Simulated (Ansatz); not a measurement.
# As: the crystal squeezed far

The task here is to estimate one member of a computed series from the others.

Computed with Ansatz 0.2.0 (DFT, PBEsol, PAW with Ansatz's default frozen-core files, scalar-relativistic, unless a step's input says otherwise).

### Starting point

The structure is hexagonal, space group P6_3/mmc (No. 194). The conventional cell has a = 3.003 Å, b = 3.003 Å, c = 4.865 Å, α = 90.00°, β = 90.00°, γ = 120.00°. As (site symmetry -6m2) is surrounded by 12 As at 2.99 to 3.00 Å.

As a file:

```cif
data_structure
_symmetry_space_group_name_H-M 'P 1'
_symmetry_Int_Tables_number 1
_cell_length_a 3.0032
_cell_length_b 3.0032
_cell_length_c 4.8651
_cell_angle_alpha 90.000
_cell_angle_beta 90.000
_cell_angle_gamma 120.000
_cell_volume 38.00
loop_
_atom_site_label
_atom_site_type_symbol
_atom_site_fract_x
_atom_site_fract_y
_atom_site_fract_z
_atom_site_occupancy
As1 As 0.33333 0.66667 0.25000 1
As2 As 0.66667 0.33333 0.75000 1
```

Whether this phase is the stable one at these pressures isn't tested.

Atoms are numbered in the order of the input: As1, As2.

The first run:

Contents of input.yaml:

```yaml
crystal:
  lattice:
    - [3.00316585, 0.0, 0.0]
    - [-1.501582925, 2.6008179178, 0.0]
    - [0.0, 0.0, 4.8651286769]
  atoms:
    - { symbol: As, position: [0.3333333333, 0.6666666667, 0.25] }
    - { symbol: As, position: [0.6666666667, 0.3333333333, 0.75] }
kpoints:
  mp_grid: { grid: [14, 14, 8] }
scf:
  occupations: { method: fermi_dirac, width: 0.08 }
hamiltonian:
  xc: pbesol
  pseudopotentials: { kind: paw }
output:
  forces: true
  stress: true
relax:
  f_tol: 0.005
  max_steps: 40
  cell: {}
```

On the command line:

```console
$ ansatz run input.yaml --threads 1 --pin off --max-ram 2048MiB --backend cpu --events-out ev --progress --plain --runs-dir out
```

Among the steps run: Cell relaxed at zero pressure, PAW; Volume scaled by 1, PAW; Shape and atoms relaxed at 0.88 of the volume, PAW; Volume scaled by 0.88, PAW; Shape and atoms relaxed at 0.78 of the volume, PAW; Volume scaled by 0.78, PAW; Shape and atoms relaxed at 0.68 of the volume, PAW; Volume scaled by 0.68, PAW; Shape and atoms relaxed at 0.58 of the volume, PAW; Volume scaled by 0.58, PAW; Shape and atoms relaxed at 0.5 of the volume, PAW; Volume scaled by 0.5, PAW; Shape and atoms relaxed at 0.43 of the volume, PAW; Volume scaled by 0.43, PAW; Volume scaled by 0.43, PAW (cutoff 1000 eV).

One of the session's tables, all rows but one given; the rest of the session is left out.

```
              method  volume over the first  volume (Å³/atom)  pressure (GPa)
                 PAW                      1            18.402            0.00
                 PAW                   0.88            16.194           15.28
                 PAW                   0.78            14.353           38.53
                 PAW                   0.68                 ?               ?
                 PAW                   0.58            10.673          157.05
                 PAW                    0.5             9.201          276.37
                 PAW                   0.43             7.913          467.98
PAW (cutoff 1000 eV)                   0.43             7.913          467.85
```

**Question.** Estimate the row for PAW, 0.68.

The run gave: volume (Å³/atom): 12.513; pressure (GPa): 79.51. In the column «volume (Å³/atom)» it lies between PAW, 0.58 (10.673) and PAW, 0.78 (14.353).
